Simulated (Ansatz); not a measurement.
# Pt: a trigonal deformation path

The task here is to estimate one member of a computed series from the others.

The COD entry's cell or inner coordinates are ideal or old and differ from later refinements, so a difference from it is no clean test against experiment.

Program: Ansatz 0.2.0. Level of theory: DFT PBEsol, scalar-relativistic, plane waves, PAW. These are calculated values, not measurements.

## The structure to begin with

It takes space group Fm-3m (No. 225, cubic). Conventional cell: a = 3.916 Å, b = 3.916 Å, c = 3.916 Å, α = 90.00°, β = 90.00°, γ = 90.00°. Pt (site symmetry m-3m) has 12 Pt at 2.77 Å in its first shell of neighbours.

Structure file:

```
Pt
1.0
     0.00000    1.95790    1.95790
     1.95790    0.00000    1.95790
     1.95790    1.95790    0.00000
Pt
1
Direct
  0.00000 0.00000 0.00000
```

The cell is taken as given, not relaxed at this level.

## The reference cell

Reference values: F = -12383.8304 eV; pressure 0.61 GPa; largest force 0.000 eV/Å; gap on the mesh none (metal). It was computed beforehand with the settings of the runs below.

The first run:

At fixed volume and fractional coordinates, lengths along (0.577, 0.577, 0.577) are scaled against those across it; ρ is that ratio over its starting value.

File input.yaml:

```yaml
crystal:
  lattice:
    - [-0.8222664745, 1.6445329491, 1.6445329491]
    - [1.6445329491, -0.8222664745, 1.6445329491]
    - [1.6445329491, 1.6445329491, -0.8222664745]
  atoms:
    - { symbol: Pt, position: [0.0, 0.0, 0.0] }
basis:
  ecutwfc: 420
kpoints:
  mp_grid: { grid: [24, 24, 24] }
hamiltonian:
  xc: pbesol
scf:
  occupations: { method: gaussian, width: 0.15 }
output:
  forces: true
  stress: true
  eigenvalues: true
```

Command:

```console
$ ansatz run input.yaml --threads 1 --pin off --max-ram 2560MiB --backend cpu --events-out ev --progress --plain --runs-dir out
```

Steps of the session up to this table: Point ρ = 0.500; At ρ = 2.000; ρ = 0.710; At ρ = 1.410; ρ = 0.600; ρ = 0.850; ρ = 1.200; At ρ = 1.700; Point ρ = 0.930; Point ρ = 1.080.

One table of the session follows, with a row left open; its other results are not shown here.

| ρ | ΔE (meV/atom) | pressure (GPa) |
| --- | --- | --- |
| 0.500 | 826.0 | 45.3 |
| 0.600 | 796.5 | 41.0 |
| 0.710 | 566.5 | 27.5 |
| 0.850 | 144.2 | 8.0 |
| 0.930 | 27.8 | 2.1 |
| 1.000 | 0.0 | 0.6 |
| 1.080 | ? | ? |
| 1.200 | 202.8 | 12.4 |
| 1.410 | 876.1 | 47.4 |
| 1.700 | 2415.7 | 120.0 |
| 2.000 | 4896.1 | 219.1 |

**Question.** Estimate the row for ρ = 1.080.

Worked estimate for «ΔE (meV/atom)». A straight line through the neighbours (1.000, 0.0) and (1.200, 202.8) gives 0.0 + (202.8 − 0.0) × (1.080 − 1.000) / (1.200 − 1.000) = 81.1; a parabola fitted to 4 rows on both sides gives 29.7.

**Answer.** ΔE (meV/atom): 32.1; pressure (GPa): 2.5. In «ΔE (meV/atom)» the line misses by +49.0 and the parabola by -2.4.
